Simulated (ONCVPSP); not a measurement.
# Platinum: generating and testing an ONCV potential

Do these settings give a usable potential? It is generated, then checked for transferability, scattering, ghosts and hardness.

Program: ONCVPSP 4.0.1. Reference atom: PBEsol, scalar-relativistic, spherical and spin-unpolarised. All values are calculated.

## 1. Starting point

Typed settings, in words:

```json
{
 "element": "platinum (Pt, Z = 78)",
 "type": "optimised norm-conserving Vanderbilt (ONCV)",
 "frozen core": "[Kr] 4d10",
 "valence charge": "32",
 "reference configuration": "4f14 5s2 5p6 5d9 6s0.5 (charge +0.5)",
 "partial waves": "5s+6s: rc 1.80 bohr, ncon 4, nbas 8, qcut 6.8 1/bohr, 2 projectors; 5p: rc 1.05 bohr, ncon 5, nbas 8, qcut 8.1 1/bohr, 1 projector; 5d: rc 1.40 bohr, ncon 4, nbas 7, qcut 6.6 1/bohr, 2 projectors, debl 3 Ha; 4f: rc 0.50 bohr, ncon 4, nbas 7, qcut 22.2 1/bohr, 2 projectors, debl 2.1 Ha",
 "local potential": "polynomial inside 0.35 bohr (lpopt 5, dvloc0 0 Ha)",
 "core correction": "polynomial model core, fcfact 0.7"
}
```

An earlier all-electron run gives the scale for the radii.

All-electron outer shells of the reference configuration (PBEsol, scalar-relativistic, ld1.x):

```tsv
shell	level (eV)	outermost node (bohr)	outermost maximum (bohr)
4d	-310.62	0.20	0.42
5s	-105.85	0.49	0.87
4f	-74.08	–	0.38
5p	-60.03	0.53	0.98
5d	-10.11	0.57	1.26
6s	-9.20	1.14	2.32
6p	-3.52	1.36	3.26
```

## 2. Generation

File Pt.dat:

```
# ATOM AND REFERENCE CONFIGURATION
# atsym  z   nc   nv     iexc    psfile
  Pt 78.00    9    5  -116133      upf
#
#   n    l    f
    1    0    2.00
    2    0    2.00
    2    1    6.00
    3    0    2.00
    3    1    6.00
    3    2   10.00
    4    0    2.00
    4    1    6.00
    4    2   10.00
    4    3   14.00
    5    0    2.00
    5    1    6.00
    5    2    9.00
    6    0    0.50
#
# PSEUDOPOTENTIAL AND OPTIMIZATION
# lmax
    3
#
#   l,   rc,      ep,       ncon, nbas, qcut
    0    1.80    0.00    4    8    6.80
    1    1.05    0.00    5    8    8.10
    2    1.40    0.00    4    7    6.60
    3    0.50    0.00    4    7   22.20
#
# LOCAL POTENTIAL
# lloc, lpopt,  rc(5),   dvloc0
    4    5    0.35    0.00
#
# VANDERBILT-KLEINMAN-BYLANDER PROJECTORs
# l, nproj, debl
    0    2    2.00
    1    1    2.80
    2    2    3.00
    3    2    2.10
#
# MODEL CORE CHARGE
# icmod, fcfact, rcfact
    1    0.70    0.00
#
# LOG DERIVATIVE ANALYSIS
# epsh1, epsh2, depsh
   -5.00    5.00    0.04
#
# OUTPUT GRID
# rlmax, drl
    6.00    0.01
#
# TEST CONFIGURATIONS
# ncnf
    4
# nvcnf
#   n    l    f
    5
    4    3   14.00
    5    0    2.00
    5    1    6.00
    5    2    9.00
    6    0    1.00
#
    5
    4    3   14.00
    5    0    2.00
    5    1    6.00
    5    2    9.00
    6    0    0.00
#
    5
    4    3   14.00
    5    0    2.00
    5    1    6.00
    5    2    8.00
    6    0    0.00
#
    5
    4    3   14.00
    5    0    2.00
    5    1    6.00
    5    2    8.00
    6    0    2.00
#
```

Command:

```bash
$ oncvpsp.x < Pt.dat > Pt.out
```

Before running it: what results should come out? Wanted: cutoffs for 1 and 0.1 mHa per electron, occupied waves; bound ghosts; GHOST(+) flags; largest miss of a reference level; largest test error; largest phase difference near zero energy, channels read; rms error of d²Exc/dn², without and with the model core; projector energies reset by the program.

**Answer**, as computed:

| quantity | value |
| --- | --- |
| cutoffs for 1 and 0.1 mHa per electron, occupied waves | 852 Ha and 1211 Ha |
| bound ghosts | s at -2492.47 eV, s at -266.73 eV, p at -1773.95 eV, d at -416.50 eV |
| GHOST(+) flags | p at 52 eV, f at 8487 eV |
| largest miss of a reference level | 38 meV (4f) |
| largest test error (AE − PS) | -4.4 meV, for 4f14 5s2 5p6 5d8 6s0 |
| largest phase difference near zero energy, channels read | 0.040 rad |
| rms error of d²Exc/dn², without and with the model core | 6.73 and 2.35 mHa |
| projector energies reset by the program | f: -2.722, 0.250 Ha |

**Reading.** A bound ghost (s, p, d) makes it unfit for use: electrons can fall into a state that the atom doesn't have. Already in the reference configuration the 4f level is off by 38 meV. By total energies transferability is very good: the largest error is 4.4 meV on 25.5 eV, for 4f14 5s2 5p6 5d8 6s0. Atomic tests can pass in spite of a ghost, since they solve only for the levels asked. The potential is very hard: the looser tolerance needs 852 Ha. At the looser tolerance the 4f wave is the slowest; 5p needs 57 Ha. Near zero energy the largest phase difference among the channels read is 0.04 rad, in the p channel. The program also flags highly localised states, GHOST(+) (p, f).
